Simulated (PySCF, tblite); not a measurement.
# C4H16B2N2: geometry, infrared bands, NMR shifts and electronic excitations

What infrared bands, NMR shifts and electronic excitations should C4H16B2N2 (`CC(C)(C)[NH+]1[BH2-][NH2+][BH2-]1`) show?

Programs: tblite 0.8.0 and PySCF 2.14.0, with density-fitted response routines of our own. Each step states its level of theory. These are calculated values for one molecule in the gas phase, unless marked as measured. Atoms are numbered from 0 throughout.

### 1 Starting geometry

24 atoms, charge 0, multiplicity 1; geometry from: force field or distance geometry start.

Bonds of the start (Å): C0–C1 1.55, C1–C2 1.55, C1–C3 1.54, C1–N4 1.50, N4–B5 1.56, B5–N6 1.54, N6–B7 1.54, B7–N4 1.56, C0–H8 1.11, C0–H9 1.12, C0–H10 1.11, C2–H11 1.12, C2–H12 1.10, C2–H13 1.10, C3–H14 1.10, C3–H15 1.11, C3–H16 1.12, N4–H17 1.05, B5–H18 1.19, B5–H19 1.18, N6–H20 1.04, N6–H21 1.04, B7–H22 1.20, B7–H23 1.18.

### 2 Geometry optimisation with GFN2-xTB

The job: settings as JSON, then the geometry in Å.

```
{"job": {"kind": "relax", "xc": "GFN2-xTB", "basis": "xTB"}, "charge": 0, "multiplicity": 1}
C     -1.431900    -0.292900     1.549500
C     -0.867300    -0.104700     0.118800
C     -1.016900     1.384400    -0.270100
C     -1.717300    -0.953800    -0.846000
N      0.543700    -0.627100     0.118400
B      1.415400    -0.357700    -1.142300
N      2.489200     0.490600    -0.430300
B      1.653900     0.200400     0.831000
H     -0.881900     0.330500     2.284700
H     -2.515300     0.006400     1.590600
H     -1.367000    -1.353100     1.869700
H     -2.103100     1.671200    -0.228200
H     -0.697500     1.590700    -1.299400
H     -0.489100     2.072800     0.410400
H     -1.372000    -0.829400    -1.882700
H     -2.788900    -0.660300    -0.781600
H     -1.645700    -2.035400    -0.570900
H      0.601100    -1.639400     0.387800
H      1.887500    -1.369800    -1.559800
H      0.882600     0.250900    -2.002500
H      3.424600     0.035700    -0.402000
H      2.464100     1.497000    -0.705400
H      2.260700    -0.474100     1.617300
H      1.259400     1.186700     1.350900
```

The run is started by

```bash
OMP_NUM_THREADS=1 python probes_run.py task.json out
```

One launch serves the whole session: the jobs run in the order shown.

Standard output:

```text
step      E/eV     max force
  0    -683.30930    1.815
  1    -683.53067    0.899
  2    -683.63638    0.860
  3    -683.70205    0.472
  4    -683.73832    0.277
  5    -683.75419    0.244
  6    -683.76501    0.227
  7    -683.77286    0.196
  8    -683.77933    0.164
  9    -683.78331    0.111
 10    -683.78568    0.094
 11    -683.78741    0.080
 12    -683.78893    0.069
 13    -683.79034    0.095
 14    -683.79173    0.097
 15    -683.79292    0.082
 16    -683.79367    0.064
 17    -683.79404    0.030
 18    -683.79427    0.034
 19    -683.79450    0.040
 20    -683.79474    0.046
 21    -683.79494    0.028
 22    -683.79506    0.020
 23    -683.79515    0.022
 24    -683.79527    0.030
 25    -683.79540    0.029
 26    -683.79551    0.019
 27    -683.79557    0.015
 28    -683.79561    0.016
 29    -683.79565    0.017
 30    -683.79569    0.013
 31    -683.79574    0.013
 32    -683.79578    0.012
 33    -683.79581    0.014
 34    -683.79584    0.011
 35    -683.79586    0.010
```

It took 0.22 s on 1 thread of Arm Neoverse V2, shared host.

Relaxation path: (not every step is listed)

| step | energy from step 0 (eV) | largest force (eV/Å) |
| --- | --- | --- |
| 0 | 0.0000 | 1.8149 |
| 1 | -0.2214 | 0.8994 |
| 2 | -0.3271 | 0.8598 |
| 3 | -0.3927 | 0.4718 |
| 4 | -0.4290 | 0.2765 |
| 5 | -0.4449 | 0.2441 |
| 6 | -0.4557 | 0.2272 |
| 7 | -0.4636 | 0.1963 |
| 8 | -0.4700 | 0.1638 |
| 10 | -0.4764 | 0.0937 |
| 12 | -0.4796 | 0.0687 |
| 14 | -0.4824 | 0.0972 |
| 16 | -0.4844 | 0.0639 |
| 18 | -0.4850 | 0.0342 |
| 20 | -0.4854 | 0.0456 |
| 22 | -0.4858 | 0.0202 |
| 24 | -0.4860 | 0.0304 |
| 26 | -0.4862 | 0.0191 |
| 28 | -0.4863 | 0.0163 |
| 30 | -0.4864 | 0.0131 |
| 31 | -0.4864 | 0.0134 |
| 32 | -0.4865 | 0.0120 |
| 33 | -0.4865 | 0.0144 |
| 34 | -0.4865 | 0.0112 |
| 35 | -0.4866 | 0.0099 |

Distances of close pairs at the start and the end, largest changes first:

| bond | before (Å) | after (Å) | change (Å) |
| --- | --- | --- | --- |
| N6–B7 | 1.540 | 1.586 | +0.046 |
| B5–N6 | 1.543 | 1.586 | +0.043 |
| N4–B5 | 1.556 | 1.596 | +0.040 |
| N4–B7 | 1.557 | 1.596 | +0.039 |
| C0–H9 | 1.125 | 1.087 | -0.037 |
| C2–H11 | 1.124 | 1.087 | -0.037 |
| N4–H17 | 1.049 | 1.013 | -0.036 |
| N6–H21 | 1.044 | 1.011 | -0.032 |

The final coordinates are the input of the step that follows.

### 3 Vibrational analysis with GFN2-xTB

The job: settings as JSON, then the geometry in Å.

```
{"job": {"kind": "ir", "xc": "GFN2-xTB", "basis": "xTB"}, "charge": 0, "multiplicity": 1}
C     -1.431963    -0.295438     1.556792
C     -0.908450    -0.091578     0.131187
C     -1.058126     1.375985    -0.263042
C     -1.709029    -0.966642    -0.838925
N      0.499833    -0.524523     0.089766
B      1.410563    -0.374459    -1.212336
N      2.484511     0.484739    -0.422601
B      1.654342     0.219283     0.902592
H     -0.845957     0.293465     2.257118
H     -2.473385     0.008605     1.628379
H     -1.360306    -1.342637     1.846074
H     -2.106185     1.662446    -0.221544
H     -0.695522     1.538985    -1.272620
H     -0.499562     2.012171     0.415500
H     -1.323810    -0.853621    -1.848624
H     -2.758873    -0.684064    -0.830824
H     -1.634953    -2.016418    -0.559941
H      0.487316    -1.499049     0.365054
H      1.856733    -1.425706    -1.545831
H      0.909554     0.234741    -2.098962
H      3.425586     0.115746    -0.427520
H      2.525977     1.456159    -0.700237
H      2.222774    -0.534912     1.626170
H      1.317195     1.226488     1.431932
```

Standard output:

```text
mode    cm-1     km/mol
  1      42.4     20.57
  2      94.4      0.07
  3     170.5      0.13
  4     218.9      0.20
  5     223.8      0.10
  6     231.5      1.13
  7     291.0     11.48
  8     319.3      2.22
  9     357.6      0.36
 10     385.6      1.22
 11     446.8      0.35
 12     464.9      0.98
 13     567.0      1.42
 14     662.1      2.14
 15     712.7      9.35
 16     738.8      0.00
 17     771.6      0.68
 18     818.1     21.86
 19     853.6     17.62
 20     859.4      1.78
 21     904.4     10.91
 22     941.6     20.61
 23     951.1      0.30
 24     962.7      0.10
 25     963.5     12.51
 26     995.6     13.51
 27    1003.3     55.60
 28    1029.0      1.91
 29    1031.1     71.50
 30    1042.8     45.27
 31    1045.6      9.59
 32    1061.6     37.27
 33    1090.1      3.65
 34    1091.0    431.91
 35    1197.5     21.47
 36    1239.7     47.46
 37    1244.3     77.97
 38    1253.3     55.39
 39    1255.2    208.33
 40    1358.2     53.18
 41    1400.3     13.40
 42    1403.6      5.40
 43    1423.6      7.13
 44    1482.0      0.40
 45    1488.7      2.81
 46    1492.5      0.09
 47    1499.1      0.51
 48    1501.7      2.35
 49    1509.9      6.90
 50    1523.3     40.13
 51    2465.6     72.10
 52    2472.7    438.76
 53    2489.4    297.24
 54    2497.4     57.03
 55    3018.4      0.71
 56    3023.3     77.49
 57    3037.7      0.13
 58    3038.0      5.28
 59    3045.6    104.76
 60    3054.3     20.48
 61    3054.7      3.14
 62    3068.0     33.82
 63    3069.8     20.22
 64    3402.3      2.75
 65    3447.4      0.01
 66    3454.2      0.01
```

Run time: 0.77 s. Hardware: 1 thread of Arm Neoverse V2, shared host.

Which atoms move in the most intense modes:

| cm⁻¹ | km/mol | atoms |
| --- | --- | --- |
| 1091 | 431.9 | H22 22 %, H18 19 %, H23 18 %, H19 16 % |
| 1244 | 78.0 | C1 25 %, H23 12 %, H19 12 % |
| 1255 | 208.3 | C1 32 % |
| 2466 | 72.1 | H22 45 %, H18 41 % |
| 2473 | 438.8 | H18 43 %, H22 39 % |
| 2489 | 297.2 | H23 46 %, H19 42 % |
| 3023 | 77.5 | H16 48 %, H10 40 % |
| 3046 | 104.8 | H15 32 %, H9 31 %, H11 28 % |

### 4 Geometry optimisation at PBE0-D3(BJ)/def2-SVP

The job: settings as JSON, then the geometry in Å.

```
{"job": {"xc": "PBE0", "basis": "def2-SVP", "d3": "d3bj", "grid": 1, "shake": 0.01, "kind": "geom"}, "charge": 0, "multiplicity": 1}
C     -1.411550    -0.320990     1.560970
C     -0.914130    -0.096100     0.129030
C     -1.078330     1.373670    -0.271690
C     -1.675800    -0.964380    -0.842450
N      0.497020    -0.531200     0.079210
B      1.406650    -0.369640    -1.214720
N      2.494090     0.482740    -0.422360
B      1.669800     0.224730     0.897540
H     -0.847790     0.298870     2.276470
H     -2.476080     0.006170     1.638400
H     -1.369170    -1.345550     1.854900
H     -2.100380     1.663360    -0.214840
H     -0.723800     1.549200    -1.282220
H     -0.516250     2.014940     0.422510
H     -1.328260    -0.864390    -1.848360
H     -2.759400    -0.670010    -0.823350
H     -1.633010    -2.005300    -0.562000
H      0.478060    -1.493210     0.370880
H      1.854580    -1.433530    -1.543540
H      0.884620     0.241640    -2.094050
H      3.409200     0.116360    -0.437160
H      2.533550     1.435820    -0.709380
H      2.229870    -0.523350     1.604590
H      1.312210     1.229770     1.425840
```

Standard output:

```text
step   0  E = -320.73990032  max force = 0.034374
step   1  E = -320.74739663  max force = 0.007451
step   2  E = -320.74762837  max force = 0.001476
step   3  E = -320.74765366  max force = 0.000290
step   4  E = -320.74766571  max force = 0.000511
step   5  E = -320.74768698  max force = 0.001042
step   6  E = -320.74770928  max force = 0.001437
step   7  E = -320.74772917  max force = 0.001310
step   8  E = -320.74774076  max force = 0.000658
step   9  E = -320.74774798  max force = 0.000306
optimisation converged
```

Run time: 2.9 min. Hardware: 1 thread of Arm Neoverse V2, shared host; peak memory 0.86 GiB.

Step by step:

| step | energy from step 0 (eV) | largest force component (eV/Å) |
| --- | --- | --- |
| 0 | 0.0000 | 1.7676 |
| 1 | -0.2040 | 0.3831 |
| 2 | -0.2103 | 0.0759 |
| 3 | -0.2110 | 0.0149 |
| 4 | -0.2113 | 0.0263 |
| 5 | -0.2119 | 0.0536 |
| 6 | -0.2125 | 0.0739 |
| 7 | -0.2130 | 0.0674 |
| 8 | -0.2133 | 0.0338 |
| 9 | -0.2135 | 0.0157 |

Close pairs (by a distance rule), those that changed most:

| bond | before (Å) | after (Å) | change (Å) |
| --- | --- | --- | --- |
| B7–H22 | 1.172 | 1.219 | +0.047 |
| C2–H11 | 1.064 | 1.100 | +0.036 |
| C0–H10 | 1.067 | 1.102 | +0.036 |
| C3–H14 | 1.069 | 1.100 | +0.031 |
| N6–H20 | 0.986 | 1.015 | +0.029 |
| B7–H23 | 1.190 | 1.218 | +0.028 |
| B5–H19 | 1.191 | 1.218 | +0.027 |
| C3–H16 | 1.079 | 1.102 | +0.023 |

The final coordinates are the input of the step that follows.

| at the end point | value |
| --- | --- |
| point group (found at 0.08 Å tolerance) | Cs |
| rotational constants (GHz, main isotopes) | 3.151, 1.456, 1.347 |
| dipole moment (D) | 0.99 |

[end of part 1 of 2]
